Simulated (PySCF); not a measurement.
# C₂H₇AlF₂O: electronic excitations at several levels of theory

How much do the electronic excitations of C₂H₇AlF₂O (`FC[O+]([AlH3-])CF`) depend on the level of theory, and what does each level cost?

Computed with PySCF 2.14.0, with density-fitted response routines of our own, on a single molecule in the gas phase. Atoms count from 0, in the outputs and in this text.

## 1. The molecule as given

13 atoms, charge 0, multiplicity 1; geometry from: GFN2-xTB. The atoms were then displaced at random by about 0.01 Å, so the start is not that level's minimum.

Bonds of the start (Å): F0–C1 1.35, C1–O2 1.38, O2–Al3 1.96, O2–C4 1.38, C4–F5 1.37, C1–H6 1.10, C1–H7 1.08, Al3–H8 1.61, Al3–H9 1.57, Al3–H10 1.54, C4–H11 1.10, C4–H12 1.11.

## 2. Optimising the geometry at PBE0-D3(BJ)/def2-SVP

The job: settings as JSON, then the geometry in Å.

```
{"job": {"xc": "PBE0", "basis": "def2-SVP", "d3": "d3bj", "grid": 1, "shake": 0.01, "kind": "geom"}, "charge": 0, "multiplicity": 1}
F     -1.488620    -1.278920    -1.049320
C     -1.073040    -0.784430     0.136670
O     -0.036390     0.097310    -0.084440
Al     1.661370    -0.548930     0.649750
C     -0.335480     1.278250    -0.736140
F     -1.135240     2.044210     0.072410
H     -0.653550    -1.619790     0.719160
H     -1.901840    -0.293120     0.634320
H      1.130420    -0.652110     2.167790
H      1.683980    -1.896040    -0.152180
H      2.448180     0.692870     0.178100
H      0.613930     1.824160    -0.874730
H     -0.907890     1.119670    -1.671720
```

The run is started by

```
> OMP_NUM_THREADS=1 python probes_run.py task.json out
```

One launch serves the whole session: the jobs run in the order shown.

Output:

```text
step   0  E = -596.90326178  max force = 0.031547
step   1  E = -596.91018861  max force = 0.004878
step   2  E = -596.91068910  max force = 0.002757
step   3  E = -596.91079613  max force = 0.000879
step   4  E = -596.91082512  max force = 0.000563
step   5  E = -596.91084834  max force = 0.000716
step   6  E = -596.91086168  max force = 0.000588
step   7  E = -596.91087153  max force = 0.000690
step   8  E = -596.91087750  max force = 0.000490
step   9  E = -596.91088177  max force = 0.000773
step  10  E = -596.91088663  max force = 0.001079
step  11  E = -596.91089747  max force = 0.001132
step  12  E = -596.91091361  max force = 0.001181
step  13  E = -596.91092220  max force = 0.000629
step  14  E = -596.91092335  max force = 0.000400
optimisation converged
```

It took 90 s on 1 thread of Arm Neoverse V1, shared host; peak memory 0.49 GiB.

Along the way:

| step | energy from step 0 (eV) | largest force component (eV/Å) |
| --- | --- | --- |
| 0 | 0.0000 | 1.6222 |
| 1 | -0.1885 | 0.2508 |
| 2 | -0.2021 | 0.1418 |
| 3 | -0.2050 | 0.0452 |
| 4 | -0.2058 | 0.0290 |
| 5 | -0.2064 | 0.0368 |
| 6 | -0.2068 | 0.0302 |
| 7 | -0.2071 | 0.0355 |
| 8 | -0.2072 | 0.0252 |
| 9 | -0.2074 | 0.0397 |
| 10 | -0.2075 | 0.0555 |
| 11 | -0.2078 | 0.0582 |
| 12 | -0.2082 | 0.0607 |
| 13 | -0.2085 | 0.0323 |
| 14 | -0.2085 | 0.0206 |

Distances of close pairs at the start and the end, largest changes first:

| bond | before (Å) | after (Å) | change (Å) |
| --- | --- | --- | --- |
| O2–Al3 | 1.959 | 2.053 | +0.094 |
| Al3–H10 | 1.544 | 1.601 | +0.057 |
| Al3–H9 | 1.568 | 1.600 | +0.032 |
| C1–O2 | 1.379 | 1.410 | +0.032 |
| O2–C4 | 1.382 | 1.410 | +0.028 |
| C4–F5 | 1.371 | 1.348 | -0.024 |
| C1–H7 | 1.084 | 1.101 | +0.016 |
| Al3–H8 | 1.612 | 1.601 | -0.011 |

The next job starts from the end point, and lists it.

| at the end point | value |
| --- | --- |
| point group (found at 0.08 Å tolerance) | C1 |
| rotational constants (GHz, main isotopes) | 2.870, 2.120, 1.372 |
| dipole moment (D) | 3.48 |

## 3. Excited states and response: HF/def2-SVPD

The job: settings as JSON, then the geometry in Å.

```
{"job": {"kind": "uv", "xc": "HF", "basis": "def2-SVPD", "ip": true}, "charge": 0, "multiplicity": 1}
F     -1.580942    -1.206236    -1.266095
C     -1.200534    -0.821512    -0.034197
O     -0.069175     0.014244    -0.137139
Al     1.680637    -0.518166     0.795904
C     -0.299336     1.284343    -0.704051
F     -0.999410     2.042120     0.162824
H     -0.885996    -1.690469     0.560645
H     -2.019315    -0.264413     0.446672
H      1.181530    -0.503533     2.316771
H      1.857629    -1.953800     0.112729
H      2.525715     0.725986     0.246914
H      0.694327     1.716791    -0.880794
H     -0.879647     1.158014    -1.630574
```

Method: TDDFT HF/def2-SVPD, vertical, gas phase, core orbitals frozen in the response.

Output:

```text
final grid: 106328 points
cycle   1  E = -594.9481347398  dE =  6.414e-01  |g| = 8.247e-01  |ddm| = 3.923e+00
cycle   2  E = -595.0833906673  dE = -1.353e-01  |g| = 4.207e-01  |ddm| = 1.336e+00
cycle   3  E = -595.1145917180  dE = -3.120e-02  |g| = 7.050e-02  |ddm| = 5.482e-01
cycle   4  E = -595.1159909215  dE = -1.399e-03  |g| = 2.214e-02  |ddm| = 1.413e-01
cycle   5  E = -595.1161267898  dE = -1.359e-04  |g| = 3.940e-03  |ddm| = 3.624e-02
cycle   6  E = -595.1161333930  dE = -6.603e-06  |g| = 1.842e-03  |ddm| = 8.206e-03
cycle   7  E = -595.1161344613  dE = -1.068e-06  |g| = 4.838e-04  |ddm| = 2.613e-03
cycle   8  E = -595.1161345682  dE = -1.068e-07  |g| = 9.977e-05  |ddm| = 9.897e-04
cycle   9  E = -595.1161345736  dE = -5.409e-09  |g| = 1.747e-05  |ddm| = 2.464e-04
cycle  10  E = -595.1161345737  dE = -1.651e-10  |g| = 3.883e-06  |ddm| = 4.737e-05
converged SCF energy = -595.1161345737

Static polarisability (au): isotropic 58.921, principal 55.792 60.458 60.512

Singlet excitations
state   eV       nm        f      main configurations
  1   7.6066    163.0   0.00492   H->L+1 0.56, H->L+3 0.16
  2   7.8427    158.1   0.01420   H-1->L+1 0.57, H-1->L+3 0.20
  3   8.4946    146.0   0.00757   H->L+5 0.31, H-1->L+4 0.15, H-1->L+6 0.12
  4   8.6275    143.7   0.18921   H->L 0.77
  5   8.7968    140.9   0.21738   H-1->L 0.79
  6   9.5214    130.2   0.29861   H->L+4 0.29, H->L+6 0.24, H->L+3 0.14
  7   9.5638    129.6   0.42683   H->L+5 0.30, H-1->L+4 0.21, H-1->L+6 0.14
  8   9.9597    124.5   0.04262   H-1->L+5 0.58, H-1->L+2 0.10
  9  10.2806    120.6   0.25149   H->L+6 0.27, H->L+2 0.16, H->L+3 0.14
 10  10.4368    118.8   0.04570   H-1->L+2 0.47, H-1->L+9 0.08

Triplet excitations (Tamm-Dancoff, eV): 6.6630 6.8364 7.6489 7.8256
Vertical ionisation energy (delta-SCF) = 9.6838 eV
```

Run time: 33 s. Hardware: 1 thread of Arm Neoverse V1, shared host; peak memory 0.72 GiB.

The orbitals next to the gap, with their largest atomic shares:

| orbital | eV | atoms |
| --- | --- | --- |
| HOMO−3 | -15.39 | C1 23 %, O2 21 %, F0 19 % |
| HOMO−2 | -13.99 | Al3 33 %, H10 16 %, H9 16 % |
| HOMO−1 | -11.10 | Al3 36 %, H10 36 %, H9 14 % |
| HOMO | -10.88 | Al3 37 %, H8 32 %, H9 25 % |
| LUMO | 1.84 | Al3 72 % |
| LUMO+1 | 2.31 | Al3 35 %, C1 13 %, C4 12 % |
| LUMO+2 | 2.89 | H12 17 %, C4 17 %, Al3 12 % |

With each of the 10 states as a Gaussian band of 0.4 eV half-width at 1/e, the curve within the window shown has maxima at 141 nm (ε 16,000), 129 nm (ε 31,000) L/(mol cm). Beyond the last state computed it falls off for lack of states. The curve at chosen wavelengths:

| nm | ε (L/mol/cm) |
| --- | --- |
| 115 | 3871 |
| 117 | 8323 |
| 120 | 13596 |
| 122 | 14885 |
| 125 | 20287 |
| 127 | 26805 |
| 130 | 30107 |
| 132 | 25277 |
| 135 | 16561 |
| 137 | 14666 |
| 139 | 15455 |
| 142 | 16310 |
| 144 | 14554 |
| 147 | 9445 |
| 149 | 6063 |
| 152 | 2710 |
| 154 | 1624 |
| 156 | 1119 |
| 159 | 831 |
| 161 | 714 |
| 164 | 522 |
| 166 | 388 |
| 169 | 219 |
| 171 | 138 |
| 174 | 61 |
| 176 | 33 |

Further results of this job:

| property | computed |
| --- | --- |
| dipole moment (D) | 3.30 |
| polarisability (Å³) | 8.73 |
| HOMO–LUMO gap (eV) | 12.71 |
| −ε(HOMO) (eV) | 10.88 |

## 4. Ultraviolet spectrum: LDA/def2-SVPD

Same as in step 3 but for these lines:

```diff
@@ -1,2 +1,2 @@
-{"job": {"kind": "uv", "xc": "HF", "basis": "def2-SVPD", "ip": true}, "charge": 0, "multiplicity": 1}
+{"job": {"kind": "uv", "xc": "LDA", "basis": "def2-SVPD", "ip": true}, "charge": 0, "multiplicity": 1}
 F     -1.580942    -1.206236    -1.266095
```

With the program's defaults for keys left out, this is: TDDFT LDA/def2-SVPD, vertical, gas phase, core orbitals frozen in the response.

Output:

```text
coarse grid: 11400 points
cycle   1  E = -593.6649042100  dE =  4.417e-01  |g| = 6.393e-01  |ddm| = 4.414e+00
cycle   2  E = -593.5176901802  dE =  1.472e-01  |g| = 1.154e+00  |ddm| = 1.474e+00
cycle   3  E = -593.7385426179  dE = -2.209e-01  |g| = 9.122e-02  |ddm| = 8.890e-01
cycle   4  E = -593.7404633062  dE = -1.921e-03  |g| = 2.178e-02  |ddm| = 1.391e-01
cycle   5  E = -593.7405345427  dE = -7.124e-05  |g| = 1.445e-02  |ddm| = 3.041e-02
cycle   6  E = -593.7405706386  dE = -3.610e-05  |g| = 3.783e-03  |ddm| = 1.186e-02
cycle   7  E = -593.7405734608  dE = -2.822e-06  |g| = 4.681e-04  |ddm| = 3.742e-03
final grid: 106328 points
cycle   8  E = -593.8123878760  dE = -5.150e-05  |g| = 3.730e-03  |ddm| = 1.014e-01
cycle   9  E = -593.8123831606  dE =  4.715e-06  |g| = 6.463e-03  |ddm| = 8.003e-03
cycle  10  E = -593.8123903817  dE = -7.221e-06  |g| = 5.681e-04  |ddm| = 4.877e-03
cycle  11  E = -593.8123904387  dE = -5.699e-08  |g| = 2.460e-04  |ddm| = 8.650e-04
cycle  12  E = -593.8123904510  dE = -1.231e-08  |g| = 8.784e-05  |ddm| = 2.802e-04
cycle  13  E = -593.8123904522  dE = -1.206e-09  |g| = 2.887e-05  |ddm| = 7.870e-05
cycle  14  E = -593.8123904524  dE = -1.453e-10  |g| = 3.080e-06  |ddm| = 2.572e-05
converged SCF energy = -593.8123904524

Static polarisability (au): isotropic 70.038, principal 65.652 71.906 72.557

Singlet excitations
state   eV       nm        f      main configurations
  1   5.4987    225.5   0.00194   H->L 0.98
  2   5.7573    215.4   0.01271   H-1->L 0.97
  3   5.9453    208.5   0.00521   H->L+1 0.98
  4   6.1668    201.1   0.00389   H-1->L+1 0.97
  5   6.5565    189.1   0.05496   H->L+2 0.97
  6   6.7314    184.2   0.01242   H->L+3 0.76, H-1->L+2 0.19
  7   6.8040    182.2   0.07367   H-1->L+2 0.77, H->L+3 0.16
  8   6.9761    177.7   0.03293   H-1->L+3 0.87
  9   7.0262    176.5   0.02087   H->L+4 0.79, H->L+6 0.11
 10   7.1292    173.9   0.01502   H->L+5 0.89

Triplet excitations (Tamm-Dancoff, eV): 5.2212 5.4235 5.8662 6.0810
Vertical ionisation energy (delta-SCF) = 9.7533 eV
```

It took 73 s on 1 thread of Arm Neoverse V1, shared host; peak memory 0.6 GiB.

Key values: HOMO -6.49 eV, LUMO -1.10 eV; lowest singlet 5.50 eV.

## 5. Excited states and response: PBE/def2-SVPD

Same as in step 4 but for these lines:

```diff
@@ -1,2 +1,2 @@
-{"job": {"kind": "uv", "xc": "LDA", "basis": "def2-SVPD", "ip": true}, "charge": 0, "multiplicity": 1}
+{"job": {"kind": "uv", "xc": "PBE", "basis": "def2-SVPD", "ip": true}, "charge": 0, "multiplicity": 1}
 F     -1.580942    -1.206236    -1.266095
```

With the program's defaults for keys left out, this is: TDDFT PBE/def2-SVPD, vertical, gas phase, core orbitals frozen in the response.

Output:

```text
coarse grid: 11400 points
cycle   1  E = -596.6928385327  dE =  4.461e-01  |g| = 6.806e-01  |ddm| = 4.370e+00
cycle   2  E = -596.5343238861  dE =  1.585e-01  |g| = 1.204e+00  |ddm| = 1.526e+00
cycle   3  E = -596.7758827780  dE = -2.416e-01  |g| = 9.258e-02  |ddm| = 9.471e-01
cycle   4  E = -596.7779367273  dE = -2.054e-03  |g| = 1.643e-02  |ddm| = 1.533e-01
cycle   5  E = -596.7779837391  dE = -4.701e-05  |g| = 8.515e-03  |ddm| = 2.497e-02
cycle   6  E = -596.7779974994  dE = -1.376e-05  |g| = 2.882e-03  |ddm| = 9.131e-03
cycle   7  E = -596.7779990502  dE = -1.551e-06  |g| = 5.612e-04  |ddm| = 2.663e-03
final grid: 106328 points
cycle   8  E = -596.8940274910  dE = -3.184e-05  |g| = 1.633e-02  |ddm| = 1.263e-01
cycle   9  E = -596.8939063538  dE =  1.211e-04  |g| = 3.078e-02  |ddm| = 3.466e-02
cycle  10  E = -596.8940750908  dE = -1.687e-04  |g| = 2.550e-03  |ddm| = 2.252e-02
cycle  11  E = -596.8940765217  dE = -1.431e-06  |g| = 6.143e-04  |ddm| = 2.702e-03
cycle  12  E = -596.8940765773  dE = -5.564e-08  |g| = 2.134e-04  |ddm| = 6.237e-04
cycle  13  E = -596.8940765851  dE = -7.768e-09  |g| = 2.329e-05  |ddm| = 1.805e-04
cycle  14  E = -596.8940765852  dE = -1.121e-10  |g| = 5.698e-06  |ddm| = 5.345e-05
converged SCF energy = -596.8940765852

Static polarisability (au): isotropic 68.353, principal 64.006 70.140 70.913

Singlet excitations
state   eV       nm        f      main configurations
  1   5.6984    217.6   0.00263   H->L 0.98
  2   5.9371    208.8   0.01379   H-1->L 0.97
  3   6.0459    205.1   0.00498   H->L+1 0.98
  4   6.2588    198.1   0.00375   H-1->L+1 0.97
  5   6.6357    186.8   0.04636   H->L+2 0.97
  6   6.7621    183.4   0.00681   H->L+3 0.88, H-1->L+2 0.08
  7   6.8634    180.6   0.06548   H-1->L+2 0.88
  8   6.9952    177.2   0.03368   H-1->L+3 0.92
  9   7.0543    175.8   0.00795   H->L+4 0.93
 10   7.2237    171.6   0.01960   H->L+5 0.81, H-1->L+4 0.17

Triplet excitations (Tamm-Dancoff, eV): 5.3681 5.5552 5.9472 6.1514
Vertical ionisation energy (delta-SCF) = 9.7857 eV
```

It took 1.7 min on 1 thread of Arm Neoverse V1, shared host; peak memory 0.65 GiB.

Key values: HOMO -6.44 eV, LUMO -0.83 eV; lowest singlet 5.70 eV.

## 6. Excited states and response: B3LYP/def2-SVPD

Same as in step 5 but for these lines:

```diff
@@ -1,2 +1,2 @@
-{"job": {"kind": "uv", "xc": "PBE", "basis": "def2-SVPD", "ip": true}, "charge": 0, "multiplicity": 1}
+{"job": {"kind": "uv", "xc": "B3LYP", "basis": "def2-SVPD", "ip": true}, "charge": 0, "multiplicity": 1}
 F     -1.580942    -1.206236    -1.266095
```

With the program's defaults for keys left out, this is: TDDFT B3LYP/def2-SVPD, vertical, gas phase, core orbitals frozen in the response.

Output:

```text
coarse grid: 11400 points
cycle   1  E = -597.2562935438  dE =  4.793e-01  |g| = 7.305e-01  |ddm| = 4.350e+00
cycle   2  E = -597.1668895506  dE =  8.940e-02  |g| = 1.058e+00  |ddm| = 1.453e+00
cycle   3  E = -597.3514377776  dE = -1.845e-01  |g| = 6.768e-02  |ddm| = 8.463e-01
cycle   4  E = -597.3522219195  dE = -7.841e-04  |g| = 2.412e-02  |ddm| = 9.355e-02
cycle   5  E = -597.3523235473  dE = -1.016e-04  |g| = 7.716e-03  |ddm| = 2.722e-02
cycle   6  E = -597.3523321787  dE = -8.631e-06  |g| = 3.505e-03  |ddm| = 8.184e-03
cycle   7  E = -597.3523346087  dE = -2.430e-06  |g| = 1.749e-04  |ddm| = 3.139e-03
final grid: 106328 points
cycle   8  E = -597.4421101971  dE = -3.789e-05  |g| = 5.361e-03  |ddm| = 9.016e-02
cycle   9  E = -597.4421053711  dE =  4.826e-06  |g| = 7.653e-03  |ddm| = 1.164e-02
cycle  10  E = -597.4421153899  dE = -1.002e-05  |g| = 4.490e-04  |ddm| = 5.980e-03
cycle  11  E = -597.4421154286  dE = -3.870e-08  |g| = 1.610e-04  |ddm| = 6.866e-04
cycle  12  E = -597.4421154339  dE = -5.368e-09  |g| = 4.822e-05  |ddm| = 2.009e-04
cycle  13  E = -597.4421154342  dE = -3.060e-10  |g| = 2.315e-05  |ddm| = 4.681e-05
converged SCF energy = -597.4421154342

Static polarisability (au): isotropic 65.359, principal 61.569 67.175 67.333

Singlet excitations
state   eV       nm        f      main configurations
  1   6.2517    198.3   0.00268   H->L 0.87, H->L+1 0.12
  2   6.4933    190.9   0.01407   H-1->L 0.88, H-1->L+1 0.11
  3   6.8282    181.6   0.02070   H->L+1 0.87, H->L 0.12
  4   7.0293    176.4   0.02853   H-1->L+1 0.87, H-1->L 0.11
  5   7.2858    170.2   0.06246   H->L+2 0.89
  6   7.3986    167.6   0.02281   H-1->L+2 0.60, H->L+3 0.20
  7   7.5654    163.9   0.06873   H->L+3 0.63, H-1->L+2 0.31
  8   7.7410    160.2   0.05455   H-1->L+3 0.62, H->L+4 0.12
  9   7.8005    158.9   0.03370   H->L+4 0.56, H-1->L+3 0.26
 10   7.9326    156.3   0.01885   H->L+5 0.52, H->L+4 0.20, H-1->L+4 0.14

Triplet excitations (Tamm-Dancoff, eV): 5.8520 6.0380 6.7385 6.9178
Vertical ionisation energy (delta-SCF) = 10.2845 eV
```

It took 2.1 min on 1 thread of Arm Neoverse V1, shared host; peak memory 0.85 GiB.

This run: HOMO -7.53 eV, LUMO -0.27 eV; lowest singlet 6.25 eV.

## 7. Ultraviolet spectrum: PBE0/def2-SVPD

Same as in step 6 but for these lines:

```diff
@@ -1,2 +1,2 @@
-{"job": {"kind": "uv", "xc": "B3LYP", "basis": "def2-SVPD", "ip": true}, "charge": 0, "multiplicity": 1}
+{"job": {"kind": "uv", "xc": "PBE0", "basis": "def2-SVPD", "ip": true}, "charge": 0, "multiplicity": 1}
 F     -1.580942    -1.206236    -1.266095
```

Level: TDDFT PBE0/def2-SVPD, vertical, gas phase, core orbitals frozen in the response.

Output:

```text
coarse grid: 11400 points
cycle   1  E = -596.7576119943  dE =  4.884e-01  |g| = 6.837e-01  |ddm| = 4.137e+00
cycle   2  E = -596.7028819751  dE =  5.473e-02  |g| = 9.168e-01  |ddm| = 1.336e+00
cycle   3  E = -596.8432963941  dE = -1.404e-01  |g| = 6.158e-02  |ddm| = 7.575e-01
cycle   4  E = -596.8438689367  dE = -5.725e-04  |g| = 2.499e-02  |ddm| = 7.523e-02
cycle   5  E = -596.8439763349  dE = -1.074e-04  |g| = 7.668e-03  |ddm| = 2.575e-02
cycle   6  E = -596.8439855247  dE = -9.190e-06  |g| = 2.837e-03  |ddm| = 7.875e-03
final grid: 106328 points
cycle   7  E = -596.9309538526  dE = -3.413e-05  |g| = 8.486e-03  |ddm| = 8.799e-02
cycle   8  E = -596.9309469074  dE =  6.945e-06  |g| = 1.083e-02  |ddm| = 1.875e-02
cycle   9  E = -596.9309682208  dE = -2.131e-05  |g| = 9.036e-04  |ddm| = 9.208e-03
cycle  10  E = -596.9309683875  dE = -1.667e-07  |g| = 1.408e-04  |ddm| = 1.001e-03
cycle  11  E = -596.9309683909  dE = -3.384e-09  |g| = 5.505e-05  |ddm| = 1.889e-04
cycle  12  E = -596.9309683913  dE = -3.993e-10  |g| = 2.689e-05  |ddm| = 5.827e-05
converged SCF energy = -596.9309683913

Static polarisability (au): isotropic 65.049, principal 61.119 66.737 67.289

Singlet excitations
state   eV       nm        f      main configurations
  1   6.3224    196.1   0.00196   H->L 0.91, H->L+1 0.08
  2   6.5715    188.7   0.01256   H-1->L 0.91
  3   7.1017    174.6   0.03349   H->L+1 0.89
  4   7.3027    169.8   0.04513   H-1->L+1 0.88
  5   7.4979    165.4   0.06696   H->L+2 0.70, H-1->L+2 0.09, H->L+3 0.09
  6   7.5811    163.5   0.01974   H-1->L+2 0.47, H->L+2 0.25, H->L+3 0.12
  7   7.8310    158.3   0.09480   H->L+3 0.55, H-1->L+2 0.35
  8   8.0027    154.9   0.05181   H-1->L+3 0.35, H->L+4 0.23, H->L+3 0.16
  9   8.0677    153.7   0.05249   H-1->L+3 0.50, H->L+4 0.26, H->L+5 0.12
 10   8.1786    151.6   0.03596   H->L+5 0.53, H->L+4 0.26, H-1->L+4 0.09

Triplet excitations (Tamm-Dancoff, eV): 5.8288 6.0187 6.9470 7.0855
Vertical ionisation energy (delta-SCF) = 10.0378 eV
```

It took 2 min on 1 thread of Arm Neoverse V1, shared host; peak memory 0.85 GiB.

Key values: HOMO -7.71 eV, LUMO -0.04 eV; lowest singlet 6.32 eV.

## 8. TDDFT and polarisability: BHandHLYP/def2-SVPD

Same as in step 7 but for these lines:

```diff
@@ -1,2 +1,2 @@
-{"job": {"kind": "uv", "xc": "PBE0", "basis": "def2-SVPD", "ip": true}, "charge": 0, "multiplicity": 1}
+{"job": {"kind": "uv", "xc": "BHandHLYP", "basis": "def2-SVPD", "ip": true}, "charge": 0, "multiplicity": 1}
 F     -1.580942    -1.206236    -1.266095
```

Level: TDDFT BHandHLYP/def2-SVPD, vertical, gas phase, core orbitals frozen in the response.

Output:

```text
coarse grid: 11400 points
cycle   1  E = -597.0823257227  dE =  5.384e-01  |g| = 7.453e-01  |ddm| = 4.087e+00
cycle   2  E = -597.0985687420  dE = -1.624e-02  |g| = 7.497e-01  |ddm| = 1.351e+00
cycle   3  E = -597.1923784545  dE = -9.381e-02  |g| = 6.148e-02  |ddm| = 6.878e-01
cycle   4  E = -597.1929744052  dE = -5.960e-04  |g| = 2.451e-02  |ddm| = 8.407e-02
cycle   5  E = -597.1930920583  dE = -1.177e-04  |g| = 5.670e-03  |ddm| = 2.985e-02
cycle   6  E = -597.1930973304  dE = -5.272e-06  |g| = 2.251e-03  |ddm| = 6.213e-03
final grid: 106328 points
cycle   7  E = -597.2515256940  dE = -1.696e-05  |g| = 3.571e-03  |ddm| = 5.143e-02
cycle   8  E = -597.2515253571  dE =  3.369e-07  |g| = 3.995e-03  |ddm| = 7.994e-03
cycle   9  E = -597.2515280580  dE = -2.701e-06  |g| = 2.985e-04  |ddm| = 2.957e-03
cycle  10  E = -597.2515280733  dE = -1.526e-08  |g| = 1.164e-04  |ddm| = 4.705e-04
cycle  11  E = -597.2515280760  dE = -2.714e-09  |g| = 3.100e-05  |ddm| = 1.675e-04
cycle  12  E = -597.2515280762  dE = -1.708e-10  |g| = 5.502e-06  |ddm| = 2.831e-05
converged SCF energy = -597.2515280762

Static polarisability (au): isotropic 62.253, principal 58.784 63.968 64.007

Singlet excitations
state   eV       nm        f      main configurations
  1   6.8363    181.4   0.00323   H->L+1 0.47, H->L 0.45
  2   7.0823    175.1   0.01391   H-1->L 0.46, H-1->L+1 0.45
  3   7.7531    159.9   0.08286   H->L+1 0.48, H->L 0.36, H->L+2 0.09
  4   7.9522    155.9   0.08891   H-1->L+1 0.42, H-1->L 0.35
  5   7.9748    155.5   0.04703   H-1->L+2 0.25, H->L+6 0.21, H->L+3 0.09
  6   8.3155    149.1   0.07241   H->L+2 0.72, H->L+5 0.09
  7   8.5543    144.9   0.16442   H-1->L+2 0.40, H->L+3 0.28, H->L+6 0.17
  8   8.7689    141.4   0.04807   H->L+3 0.31, H->L+4 0.28
  9   8.7776    141.3   0.12633   H-1->L+3 0.57, H-1->L+6 0.20
 10   8.8834    139.6   0.04362   H->L+5 0.42, H->L+6 0.13, H->L+3 0.12

Triplet excitations (Tamm-Dancoff, eV): 6.2980 6.4843 7.4681 7.5003
Vertical ionisation energy (delta-SCF) = 10.1981 eV
```

It took 89 s on 1 thread of Arm Neoverse V1, shared host; peak memory 0.85 GiB.

This run: HOMO -8.94 eV, LUMO 0.61 eV; lowest singlet 6.84 eV.

[end of part 1 of 2]
